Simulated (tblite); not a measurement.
# C6H6F3P: the cost of one run

Programs: tblite 0.8.0 and PySCF 2.14.0, with density-fitted response routines of our own. Each step states its level of theory. These are calculated values for one molecule, in the gas phase or a continuum, unless marked as measured. Atoms are numbered from 0 throughout.

## Step 1: The starting structure

16 atoms, charge 0, multiplicity 1; geometry from: force field or distance geometry start.

Bonds of the start (Å): C0–C1 1.50, C1–C2 1.32, C2–P3 1.87, P3–C4 1.82, C4–C5 1.33, C5–C6 1.49, C6–F7 1.39, C6–F8 1.38, C6–F9 1.39, C5–P3 1.84, C0–H10 1.12, C0–H11 1.11, C0–H12 1.10, C1–H13 1.10, C2–H14 1.08, C4–H15 1.09.

## Step 2: Geometry optimisation with GFN2-xTB

The job: settings as JSON, then the geometry in Å.

```
{"job": {"kind": "relax", "xc": "GFN2-xTB", "basis": "xTB"}, "charge": 0, "multiplicity": 1}
C      3.354500    -0.300400     0.090800
C      2.124700     0.535500     0.275700
C      0.930100    -0.016100     0.313200
P     -0.499900     1.165500     0.552600
C     -1.444500     1.332500    -0.996700
C     -2.146400     0.662600    -0.090000
C     -3.424600    -0.032900     0.211000
F     -4.079900     0.553600     1.284200
F     -4.297800    -0.034000    -0.851200
F     -3.155200    -1.361200     0.516100
H      3.623500    -0.434600    -0.983300
H      4.212700     0.217100     0.558800
H      3.206000    -1.300600     0.514200
H      2.266800     1.616200     0.406400
H      0.735600    -1.069300     0.194500
H     -1.413200     1.742700    -2.007700
```

The run is started by

```console
OMP_NUM_THREADS=1 python probes_run.py task.json out
```

This one command runs all jobs of the session in turn.

Q: Estimate the wall time and peak memory of this first job on 1 thread of Arm Neoverse V1, shared host.

About 1 s, with a peak of 0.18 GiB.
